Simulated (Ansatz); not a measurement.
This script makes relaxations under a series of pressures of Mg, space group Im-3m with Ansatz's Python interface.

`compress_mg.py`
```python
'''Volume and enthalpy of Mg against pressure.'''

import logging
import sys
import warnings

import ansatz as az
import numpy as np
import pandas as pd

logging.basicConfig(stream=sys.stdout, format='%(name)s: %(message)s')
log = logging.getLogger('mg')
log.setLevel(logging.INFO)

def edges_and_angles(cell):
    cell = np.asarray(cell)
    a, b, c = np.linalg.norm(cell, axis=1)
    cosines = cell[1] @ cell[2] / (b * c), cell[0] @ cell[2] / (a * c), cell[0] @ cell[1] / (a * b)
    return (a, b, c, *np.degrees(np.arccos(cosines)))

warnings.simplefilter('ignore', az.DeckWarning)

structure = (
    az.Lattice.of([-1.4765, 1.4765, 1.4765], [1.4765, -1.4765, 1.4765], [1.4765, 1.4765, -1.4765])
    .atom('Mg', [0.0, 0.0, 0.0])
)

setup = (
    structure.calculation()
    .occupations('gaussian', width=0.15)
    .basis(420)
    .functional(az.Functional.LDA)
    .kpoints(11, 11, 11)
)

# H = F + PV, with 1 GPa A^3 = 1/160.21766 eV
rows = []
for pressure in [0, 10, 20, 30, 40]:
    done = setup.relax(cell=True, pressure=pressure).run(threads=1)
    cell = done.lattice.cell_ang
    n_atoms = len(done.lattice.sites)
    volume = abs(np.linalg.det(cell)) / n_atoms
    enthalpy = done.report['free_energy_ev'] / n_atoms + pressure * volume / 160.21766
    rows.append((pressure, volume, enthalpy, *edges_and_angles(cell)))
    log.info(f'{pressure} GPa done: {volume:.4f} A^3/atom')

table = pd.DataFrame(rows, columns=['P_GPa', 'V_A3_atom', 'H_eV_atom', 'a', 'b', 'c', 'alpha', 'beta', 'gamma'])
print(table.round(4).to_string(index=False))
p, v = np.array([row[0] for row in rows], float), np.array([row[1] for row in rows])
print('mean bulk modulus between rows (GPa):', np.round(-np.diff(p) / np.diff(np.log(v)), 1))
```

Its results, one of them left out:

| P (GPa) | relaxed V (Å³/atom) |
| --- | --- |
| 0 | 21.504 |
| 10 | 18.015 |
| 20 | 16.153 |
| 30 | 14.893 |
| 40 | ? |

What volume does the cell relax to at 40 GPa?

Murnaghan's form V = V0 (1 + B' P / B0)^(-1/B') through the 4 rows shown gives V0 = 21.501 Å³, B0 = 41.6 GPa and B' = 3.34, and so 13.983 Å³ an atom at 40 GPa. The run gave 13.961 Å³, 0.15 % away.

At a fixed pressure a relaxation lowers the enthalpy F + PV, while F alone can rise. For a metal this k-point mesh is coarse: on a finer one energies can move by several to tens of meV an atom and pressures by half a GPa or more, differences at one mesh by less. This isn't the structure that Mg takes at ambient conditions. Symmetry holds the cell in this phase, whether or not it is the stable one at each pressure. It ran for 14 s on 1 thread of Arm Neoverse V2, on a shared host, peak memory 0.37 GiB.
